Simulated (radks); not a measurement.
# Mo⁴⁺ in [Kr] 4d1.75 5p0.25: an all-electron calculation

Wanted: eigenvalues, radial structure and energy terms of the molybdenum ion Mo4+.

The numbers are computed with radks (a radial shooting solver on a logarithmic mesh, Libxc functionals) version 1 (scalar-relativistic Kohn-Sham, exchange-only B88, spin-polarised, spherical densities, finite nucleus; open shells are filled with parallel spins first), except any that are marked as measured or tabulated.

## Step 1: What is computed

* element: molybdenum (Z = 42)
* charge: +4
* electrons: 38
* configuration: [Kr] 4d1.75 5p0.25
* nuclear rms radius: 4.4091 fm

## Step 2: The calculation

Settings of this run:

```text
Z 42
configuration [Kr] 4d1.75 5p0.25 5s0 4f0 5d0 6p0
relativity scalar-relativistic
functional b88,
spin polarised
nucleus finite rms 4.4091 fm
c 137.035999084
```

Started as:

```
> python run_ks.py task.json out
```

The same process makes all the runs of this session.

What does the calculation give?

The runs gave:

| quantity | value |
| --- | --- |
| total energy | -4043.79585 hartree |
| exchange-correlation share of it | 2.98 % |
| −T/E | 1.0316 |
| highest occupied level | 5p up, -30.282 eV |
| most extended occupied level | 5p up, <r> = 2.84 bohr |
| radius at density 0.001 e/bohr³ | 3.32 bohr |
| maxima of the radial density | 4 |

**Reading.** 5 principal shells are occupied and 4 maxima appear in the radial density; where shells overlap, one shows as a shoulder or not at all. −T/E is 1.032: with relativity the kinetic term as defined here no longer equals −E. This is not the tabulated ground configuration, so its levels and sizes aren't those of the ground state, and no measured value stands beside it.
